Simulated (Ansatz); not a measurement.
**C2H10AlNSi: rotation by 180° about the Al2–N3 bond, part 1 of 2**

Aim: the minimum-energy path and barrier of the rotation by 180° about the Al2–N3 bond. The ends are relaxed first, then joined by a nudged elastic band. SMILES of the start: [CH3][Al]([NH2])[CH2][SiH3].

Program: Ansatz 0.2.0. Level of theory: RKS BLYP/def2-SVP. These are calculated values, not measurements.

## (1) Starting point

Bond lengths: C1–Al2 1.923 Å, Al2–N3 1.910 Å, Al2–C4 2.031 Å, C4–Si5 1.825 Å, C1–H6 1.118 Å, C1–H7 1.146 Å, C1–H8 1.125 Å, N3–H9 1.023 Å, N3–H10 1.084 Å, C4–H11 1.048 Å, C4–H12 1.157 Å, Si5–H13 1.531 Å, Si5–H14 1.485 Å, Si5–H15 1.450 Å. Angles (14 of 24 angles, heavy atoms first): C1–Al2–N3 119.4°, C1–Al2–C4 120.9°, N3–Al2–C4 119.7°, Al2–C4–Si5 108.8°, Al2–C1–H6 113.5°, Al2–C1–H7 110.8°, Al2–C1–H8 111.7°, Al2–N3–H9 104.8°, Al2–N3–H10 104.1°, Al2–C4–H11 110.3°, Al2–C4–H12 106.0°, Si5–C4–H11 114.4°, Si5–C4–H12 108.7°, C4–Si5–H13 111.3°.

As a file:

```xyz
15

C    -2.0032    0.4516   -0.6565
Al   -0.4086   -0.6207   -0.5937
N     0.1109   -1.6179   -2.1374
C     0.7584   -0.6554    1.0682
Si    1.2761    1.0505    1.4599
H    -2.9262   -0.1347   -0.8873
H    -1.9179    1.2599   -1.4641
H    -2.1601    1.0198    0.3012
H     0.3480   -0.9102   -2.8373
H     1.0534   -2.0724   -1.8537
H     1.5495   -1.3305    0.9429
H     0.0839   -1.0433    1.9242
H     0.0660    1.9667    1.6627
H     2.0526    1.0315    2.7251
H     2.0952    1.5544    0.3751
```

## (2) Relaxing end A

input.yaml reads:

```yaml
crystal:
  periodic: [false, false, false]
  atoms:
    - { symbol: C, position_ang: [-2.0032, 0.4516, -0.6565] }
    - { symbol: Al, position_ang: [-0.4086, -0.6207, -0.5937] }
    - { symbol: "N", position_ang: [0.1109, -1.6179, -2.1374] }
    - { symbol: C, position_ang: [0.7584, -0.6554, 1.0682] }
    - { symbol: Si, position_ang: [1.2761, 1.0505, 1.4599] }
    - { symbol: H, position_ang: [-2.9262, -0.1347, -0.8873] }
    - { symbol: H, position_ang: [-1.9179, 1.2599, -1.4641] }
    - { symbol: H, position_ang: [-2.1601, 1.0198, 0.3012] }
    - { symbol: H, position_ang: [0.348, -0.9102, -2.8373] }
    - { symbol: H, position_ang: [1.0534, -2.0724, -1.8537] }
    - { symbol: H, position_ang: [1.5495, -1.3305, 0.9429] }
    - { symbol: H, position_ang: [0.0839, -1.0433, 1.9242] }
    - { symbol: H, position_ang: [0.066, 1.9667, 1.6627] }
    - { symbol: H, position_ang: [2.0526, 1.0315, 2.7251] }
    - { symbol: H, position_ang: [2.0952, 1.5544, 0.3751] }
basis:
  gaussian: { orbitals: def2-SVP }
hamiltonian:
  xc: blyp
relax:
  f_tol: 0.015
  max_steps: 40
output:
  orbitals: {}
```

Command:

```sh
> ansatz run input.yaml --threads 2 --pin off --max-ram 3072MiB --backend cpu --events-out ev --progress --plain --runs-dir out
```

Log, cut to the lines that bear on the results:

```text
Warning: RAYON_NUM_THREADS=2 ignored (pool sized by the plan → 2); use --threads N
[...]
Functional definition: BLYP
[...]
1457 factors; their error is unknown
[...]
mean field -18192.58490533 eV, -668.5651638938 hartree, gradient 2.3e-5 eV, S^2 0.000000; 0 other end points of the search recorded, 0 dependent functions left out
[...]
reference -18192.58531176 eV, -668.5651788300 hartree; 28, 28 occupied and 100, 100 virtual orbitals, 1457 factors
relax step   1: F+E_penalty+E_count = -18192.58490533 eV  Δ(F+E_penalty+E_count) = +0.000e0 eV  max|allowed force component| = 3.560e0 eV/Å  Δτ_max = 0.0000 Å  (30 SCF iters, accepted)
[...]
relax step   4: F+E_penalty+E_count = -18193.27224508 eV  Δ(F+E_penalty+E_count) = -1.129e-1 eV  max|allowed force component| = 4.301e-1 eV/Å  Δτ_max = 0.2000 Å  (35 SCF iters, accepted)
[...]
relax step   7: F+E_penalty+E_count = -18193.32661154 eV  Δ(F+E_penalty+E_count) = -1.415e-3 eV  max|allowed force component| = 2.141e-1 eV/Å  Δτ_max = 0.0889 Å  (31 SCF iters, accepted)
[...]
relax step  10: F+E_penalty+E_count = -18193.33205335 eV  Δ(F+E_penalty+E_count) = -1.003e-3 eV  max|allowed force component| = 7.781e-2 eV/Å  Δτ_max = 0.0670 Å  (29 SCF iters, accepted)
[...]
relax step  12: F+E_penalty+E_count = -18193.33358171 eV  Δ(F+E_penalty+E_count) = -8.532e-4 eV  max|allowed force component| = 9.813e-2 eV/Å  Δτ_max = 0.0452 Å  (30 SCF iters, accepted)
[...]
relax step  13: F+E_penalty+E_count = -18193.33437394 eV  Δ(F+E_penalty+E_count) = -7.922e-4 eV  max|allowed force component| = 1.497e-1 eV/Å  Δτ_max = 0.0799 Å  (30 SCF iters, accepted)
[...]
1457 factors; their error is unknown
```

## (3) The log goes on: end point A relaxed

The log, continued, cut to the lines that bear on the results:

```text
mean field -18193.33534264 eV, -668.5927419566 hartree, gradient 8.2e-6 eV, S^2 0.000000; 0 other end points of the search recorded, 0 dependent functions left out
[...]
reference -18193.33575787 eV, -668.5927572158 hartree; 28, 28 occupied and 100, 100 virtual orbitals, 1457 factors
relax step  14: F+E_penalty+E_count = -18193.33534264 eV  Δ(F+E_penalty+E_count) = -9.687e-4 eV  max|allowed force component| = 1.257e-1 eV/Å  Δτ_max = 0.0396 Å  (30 SCF iters, accepted)
[...]
relax step  16: F+E_penalty+E_count = -18193.33782207 eV  Δ(F+E_penalty+E_count) = -8.955e-4 eV  max|allowed force component| = 4.995e-2 eV/Å  Δτ_max = 0.0828 Å  (30 SCF iters, accepted)
[...]
relax step  18: F+E_penalty+E_count = -18193.33875111 eV  Δ(F+E_penalty+E_count) = -8.919e-4 eV  max|allowed force component| = 3.395e-2 eV/Å  Δτ_max = 0.0067 Å  (32 SCF iters, accepted)
[...]
Atom 5 at    -2.913068    -0.175660    -0.171314 Å, force    -0.000720     0.000896     0.000397 eV/Å
Atom 6 at    -2.538664     0.382466    -1.829612 Å, force    -0.001205    -0.000486     0.000250 eV/Å
Atom 7 at    -2.140205     1.407486    -0.415543 Å, force     0.000154     0.000538    -0.000883 eV/Å
Atom 8 at    -0.020640    -1.169987    -3.034893 Å, force    -0.000179    -0.000042    -0.001385 eV/Å
Atom 9 at     1.295312    -1.655741    -2.129047 Å, force     0.000367    -0.000145    -0.000175 eV/Å
Atom 10 at     1.384483    -1.394425     1.011161 Å, force    -0.000210    -0.000774     0.000245 eV/Å
Atom 11 at    -0.101172    -0.909578     1.875613 Å, force     0.000241    -0.000464     0.000184 eV/Å
Atom 12 at     0.455820     2.104997     1.821497 Å, force     0.000341    -0.000051     0.000435 eV/Å
Atom 13 at     2.151802     0.828251     2.995230 Å, force    -0.000223    -0.000654    -0.000326 eV/Å
Atom 14 at     2.489026     1.447313     0.673282 Å, force    -0.000309    -0.000351     0.000328 eV/Å
Dipole moment:    -0.033880    -0.270672    -0.244618 e Å
```

Run time: 42 s. Hardware: 2 threads of INTEL XEON PLATINUM 8581C at 2.30GHz (Emerald Rapids), shared host; peak memory 0.2 GiB.

Step by step:

| step | energy from step 1 (eV) | largest force component (eV/Å) |
| --- | --- | --- |
| 1 | 0.0000 | 3.5596 |
| 2 | -0.4088 | 1.1326 |
| 3 | -0.5744 | 0.7348 |
| 4 | -0.6873 | 0.4301 |
| 5 | -0.7197 | 0.4232 |
| 6 | -0.7403 | 0.1796 |
| 7 | -0.7417 | 0.2141 |
| 8 | -0.7439 | 0.2489 |
| 9 | -0.7461 | 0.0134 |
| 10 | -0.7471 | 0.0778 |
| 11 | -0.7478 | 0.0952 |
| 12 | -0.7487 | 0.0981 |
| 13 | -0.7495 | 0.1497 |
| 14 | -0.7504 | 0.1257 |
| 15 | -0.7520 | 0.0113 |
| 16 | -0.7529 | 0.0500 |
| 17 | -0.7530 | 0.1272 |
| 18 | -0.7538 | 0.0340 |
| 19 | -0.7542 | 0.0070 |
| 20 | -0.7543 | 0.0666 |
| 21 | -0.7545 | 0.0486 |
| 22 | -0.7547 | 0.0292 |
| 23 | -0.7547 | 0.0022 |

Step 1 is the start.

After: Bond lengths: C1–Al2 1.974 Å, Al2–N3 1.794 Å, Al2–C4 1.982 Å, C4–Si5 1.894 Å, C1–H6 1.112 Å, C1–H7 1.110 Å, C1–H8 1.111 Å, N3–H9 1.024 Å, N3–H10 1.024 Å, C4–H11 1.112 Å, C4–H12 1.114 Å, Si5–H13 1.505 Å, Si5–H14 1.506 Å, Si5–H15 1.505 Å. Angles (14 of 24 angles, heavy atoms first): C1–Al2–N3 119.2°, C1–Al2–C4 122.9°, N3–Al2–C4 117.9°, Al2–C4–Si5 116.4°, Al2–C1–H6 111.2°, Al2–C1–H7 113.0°, Al2–C1–H8 111.3°, Al2–N3–H9 124.9°, Al2–N3–H10 125.9°, Al2–C4–H11 109.6°, Al2–C4–H12 108.3°, Si5–C4–H11 108.0°, Si5–C4–H12 107.3°, C4–Si5–H13 110.8°.

## (4) End point B

The second end starts from a geometry with the move made by hand.

Edit input.yaml of step 2 so:

```diff
@@ -11,4 +11,4 @@
     - { symbol: H, position_ang: [-2.1601, 1.0198, 0.3012] }
-    - { symbol: H, position_ang: [0.348, -0.9102, -2.8373] }
-    - { symbol: H, position_ang: [1.0534, -2.0724, -1.8537] }
+    - { symbol: H, position_ang: [0.01563, -2.59785, -1.85896] }
+    - { symbol: H, position_ang: [-0.68777, -1.43949, -2.8485] }
     - { symbol: H, position_ang: [1.5495, -1.3305, 0.9429] }
@@ -25,3 +25 @@
   max_steps: 40
-output:
-  orbitals: {}
```

Command:

```sh
> ansatz run input.yaml --threads 2 --pin off --max-ram 3072MiB --backend cpu --events-out ev --progress --plain --runs-dir out
```

Log, cut to the lines that bear on the results:

```text
Warning: RAYON_NUM_THREADS=2 ignored (pool sized by the plan → 2); use --threads N
[...]
[... 1 set-up line as earlier in the session ...]
[...]
1457 factors; their error is unknown
[...]
mean field -18192.57982148 eV, -668.5649770660 hartree, gradient 2.5e-5 eV, S^2 0.000000; 0 other end points of the search recorded, 0 dependent functions left out
[...]
reference -18192.58022972 eV, -668.5649920684 hartree; 28, 28 occupied and 100, 100 virtual orbitals, 1457 factors
relax step   1: F+E_penalty+E_count = -18192.57982148 eV  Δ(F+E_penalty+E_count) = +0.000e0 eV  max|allowed force component| = 3.495e0 eV/Å  Δτ_max = 0.0000 Å  (29 SCF iters, accepted)
[...]
relax step   7: F+E_penalty+E_count = -18193.32594522 eV  Δ(F+E_penalty+E_count) = -2.832e-3 eV  max|allowed force component| = 3.871e-2 eV/Å  Δτ_max = 0.0735 Å  (30 SCF iters, accepted)
[...]
relax step  13: F+E_penalty+E_count = -18193.33097187 eV  Δ(F+E_penalty+E_count) = +9.985e-4 eV  max|allowed force component| = 2.303e-1 eV/Å  Δτ_max = 0.1496 Å  (28 SCF iters, rejected (line search))
[...]
relax step  19: F+E_penalty+E_count = -18193.33647050 eV  Δ(F+E_penalty+E_count) = -7.886e-4 eV  max|allowed force component| = 6.704e-2 eV/Å  Δτ_max = 0.0451 Å  (30 SCF iters, accepted)
[...]
relax step  25: F+E_penalty+E_count = -18193.33833020 eV  Δ(F+E_penalty+E_count) = -1.641e-5 eV  max|allowed force component| = 1.121e-1 eV/Å  Δτ_max = 0.0792 Å  (30 SCF iters, accepted)
relax step  26: F+E_penalty+E_count = -18193.33883180 eV  Δ(F+E_penalty+E_count) = -5.016e-4 eV  max|allowed force component| = 3.468e-2 eV/Å  Δτ_max = 0.0100 Å  (23 SCF iters, accepted)
```

## (5) More of the same log: end point B relaxed

Output, continued:

```text
relax step  27: F+E_penalty+E_count = -18193.33897373 eV  Δ(F+E_penalty+E_count) = -1.419e-4 eV  max|allowed force component| = 2.949e-2 eV/Å  Δτ_max = 0.0300 Å  (31 SCF iters, accepted)
relax step  28: F+E_penalty+E_count = -18193.33922800 eV  Δ(F+E_penalty+E_count) = -2.543e-4 eV  max|allowed force component| = 2.673e-2 eV/Å  Δτ_max = 0.0342 Å  (30 SCF iters, accepted)
relax step  29: F+E_penalty+E_count = -18193.33899025 eV  Δ(F+E_penalty+E_count) = +2.378e-4 eV  max|allowed force component| = 9.761e-2 eV/Å  Δτ_max = 0.0843 Å  (29 SCF iters, rejected (line search))
[...]
these checks for a lower state are left out or cut short: starts, cluster_reference, orbital_swaps, neighbouring_geometries, increment
1457 factors; their error is unknown
mean field -18193.33941169 eV, -668.5928914914 hartree, gradient 8.3e-6 eV, S^2 0.000000; 0 other end points of the search recorded, 0 dependent functions left out
the calculation of the forces begins
reference -18193.33982353 eV, -668.5929066261 hartree; 28, 28 occupied and 100, 100 virtual orbitals, 1457 factors
relax step  30: F+E_penalty+E_count = -18193.33941169 eV  Δ(F+E_penalty+E_count) = -1.837e-4 eV  max|allowed force component| = 2.242e-2 eV/Å  Δτ_max = 0.0414 Å  (30 SCF iters, accepted)
these checks for a lower state are left out or cut short: starts, cluster_reference, orbital_swaps, neighbouring_geometries, increment
1457 factors; their error is unknown
mean field evaluation 224: about -18193.3394 eV, gradient 2.1e-1 eV
mean field -18193.33946546 eV, -668.5928934674 hartree, gradient 8.4e-6 eV, S^2 0.000000; 0 other end points of the search recorded, 0 dependent functions left out
the calculation of the forces begins
reference -18193.33987703 eV, -668.5929085920 hartree; 28, 28 occupied and 100, 100 virtual orbitals, 1457 factors
relax step  31: F+E_penalty+E_count = -18193.33946546 eV  Δ(F+E_penalty+E_count) = -5.377e-5 eV  max|allowed force component| = 4.107e-2 eV/Å  Δτ_max = 0.0338 Å  (30 SCF iters, accepted)
these checks for a lower state are left out or cut short: starts, cluster_reference, orbital_swaps, neighbouring_geometries, increment
1457 factors; their error is unknown
mean field -18193.33954405 eV, -668.5928963555 hartree, gradient 2.5e-5 eV, S^2 0.000000; 0 other end points of the search recorded, 0 dependent functions left out
the calculation of the forces begins
reference -18193.33995556 eV, -668.5929114782 hartree; 28, 28 occupied and 100, 100 virtual orbitals, 1457 factors
relax step  32: F+E_penalty+E_count = -18193.33954405 eV  Δ(F+E_penalty+E_count) = -7.859e-5 eV  max|allowed force component| = 2.273e-2 eV/Å  Δτ_max = 0.0063 Å  (23 SCF iters, accepted)
these checks for a lower state are left out or cut short: starts, cluster_reference, orbital_swaps, neighbouring_geometries, increment
1457 factors; their error is unknown
mean field -18193.33964396 eV, -668.5929000269 hartree, gradient 8.2e-6 eV, S^2 0.000000; 0 other end points of the search recorded, 0 dependent functions left out
the calculation of the forces begins
reference -18193.34005537 eV, -668.5929151461 hartree; 28, 28 occupied and 100, 100 virtual orbitals, 1457 factors
relax step  33: F+E_penalty+E_count = -18193.33964396 eV  Δ(F+E_penalty+E_count) = -9.990e-5 eV  max|allowed force component| = 4.906e-3 eV/Å  Δτ_max = 0.0287 Å  (30 SCF iters, accepted)
these checks for a lower state are left out or cut short: starts, cluster_reference, orbital_swaps, neighbouring_geometries, increment
1457 factors; their error is unknown
mean field -18193.33970338 eV, -668.5929022107 hartree, gradient 8.5e-6 eV, S^2 0.000000; 0 other end points of the search recorded, 0 dependent functions left out
the calculation of the forces begins
reference -18193.34011474 eV, -668.5929173279 hartree; 28, 28 occupied and 100, 100 virtual orbitals, 1457 factors
relax step  34: F+E_penalty+E_count = -18193.33970338 eV  Δ(F+E_penalty+E_count) = -5.943e-5 eV  max|allowed force component| = 2.201e-2 eV/Å  Δτ_max = 0.0646 Å  (30 SCF iters, accepted)
these checks for a lower state are left out or cut short: starts, cluster_reference, orbital_swaps, neighbouring_geometries, increment
1457 factors; their error is unknown
mean field -18193.33974846 eV, -668.5929038675 hartree, gradient 1.3e-5 eV, S^2 0.000000; 0 other end points of the search recorded, 0 dependent functions left out
the calculation of the forces begins
reference -18193.34015990 eV, -668.5929189874 hartree; 28, 28 occupied and 100, 100 virtual orbitals, 1457 factors
relax step  35: F+E_penalty+E_count = -18193.33974846 eV  Δ(F+E_penalty+E_count) = -4.508e-5 eV  max|allowed force component| = 1.082e-2 eV/Å  Δτ_max = 0.0040 Å  (24 SCF iters, accepted)
1457 factors; their error is unknown
mean field evaluation 256: about -18193.3397 eV, gradient 1.7e-5 eV
mean field -18193.33974846 eV, -668.5929038675 hartree, gradient 1.7e-5 eV, S^2 0.000000; 1 other end points of the search recorded, 0 dependent functions left out
the calculation of the forces begins
reference -18193.34015990 eV, -668.5929189874 hartree; 28, 28 occupied and 100, 100 virtual orbitals, 1457 factors
Total energy: -18193.34015990 eV, -668.5929189874 hartree
Atom 0 at    -2.294324     0.414153    -0.668883 Å, force    -0.006193     0.003013     0.003872 eV/Å
Atom 1 at    -0.615754    -0.613764    -0.517657 Å, force     0.000372     0.000209     0.000736 eV/Å
Atom 2 at    -0.087184    -1.635151    -1.894220 Å, force     0.002944    -0.002682    -0.010819 eV/Å
Atom 3 at     0.533804    -0.568231     1.095873 Å, force     0.002501     0.002720     0.002400 eV/Å
Atom 4 at     1.534044     1.016412     1.374125 Å, force    -0.002511    -0.001674    -0.002568 eV/Å
Atom 5 at    -2.813821     0.256517    -1.637093 Å, force     0.002112     0.001617     0.005385 eV/Å
Atom 6 at    -2.106066     1.505090    -0.565314 Å, force    -0.002309    -0.008532    -0.001613 eV/Å
Atom 7 at    -3.009133     0.144165     0.139089 Å, force     0.005290     0.002915    -0.007179 eV/Å
Atom 8 at     0.759539    -2.210493    -1.924871 Å, force    -0.000362     0.000588     0.005212 eV/Å
Atom 9 at    -0.586363    -1.724415    -2.784246 Å, force    -0.002014     0.002744     0.004368 eV/Å
Atom 10 at     1.242392    -1.425610     1.074373 Å, force    -0.001386     0.000955    -0.000173 eV/Å
Atom 11 at    -0.113691    -0.711367     1.990634 Å, force     0.000635     0.000006    -0.001316 eV/Å
Atom 12 at     0.624854     2.211692     1.472311 Å, force     0.002073    -0.001685    -0.000424 eV/Å
Atom 13 at     2.359648     0.974858     2.632761 Å, force     0.000005     0.000302    -0.000124 eV/Å
Atom 14 at     2.476517     1.260704     0.225957 Å, force    -0.001158    -0.000496     0.002244 eV/Å
Dipole moment:    -0.080085    -0.303814    -0.195781 e Å
```

Run time: 63 s. Hardware: 2 threads of INTEL XEON PLATINUM 8581C at 2.30GHz (Emerald Rapids), shared host; peak memory 0.19 GiB.

Step by step, one in 2:

| step | energy from step 1 (eV) | largest force component (eV/Å) |
| --- | --- | --- |
| 1 | 0.0000 | 3.4952 |
| 3 | -0.5553 | 1.8371 |
| 5 | -0.7356 | 0.1427 |
| 7 | -0.7461 | 0.0387 |
| 9 | -0.7482 | 0.0651 |
| 11 | -0.7505 | 0.0954 |
| 13x | -0.7512 | 0.2303 |
| 15 | -0.7530 | 0.0159 |
| 17 | -0.7551 | 0.0394 |
| 19 | -0.7566 | 0.0670 |
| 21x | -0.7573 | 0.1555 |
| 23 | -0.7580 | 0.0180 |
| 25 | -0.7585 | 0.1121 |
| 27 | -0.7592 | 0.0295 |
| 29x | -0.7592 | 0.0976 |
| 31 | -0.7596 | 0.0411 |
| 33 | -0.7598 | 0.0049 |
| 35 | -0.7599 | 0.0108 |

Step 1 is the start. 5 steps were tried and not accepted (marked x).

After: Bond lengths: C1–Al2 1.974 Å, Al2–N3 1.794 Å, Al2–C4 1.982 Å, C4–Si5 1.894 Å, C1–H6 1.110 Å, C1–H7 1.112 Å, C1–H8 1.112 Å, N3–H9 1.024 Å, N3–H10 1.024 Å, C4–H11 1.113 Å, C4–H12 1.114 Å, Si5–H13 1.505 Å, Si5–H14 1.506 Å, Si5–H15 1.505 Å. Angles (14 of 24 angles, heavy atoms first): C1–Al2–N3 119.2°, C1–Al2–C4 122.9°, N3–Al2–C4 117.8°, Al2–C4–Si5 116.4°, Al2–C1–H6 113.0°, Al2–C1–H7 111.1°, Al2–C1–H8 111.4°, Al2–N3–H9 125.9°, Al2–N3–H10 124.9°, Al2–C4–H11 109.6°, Al2–C4–H12 108.3°, Si5–C4–H11 108.1°, Si5–C4–H12 107.2°, C4–Si5–H13 110.8°.

(Continued in part 2 of 2.)
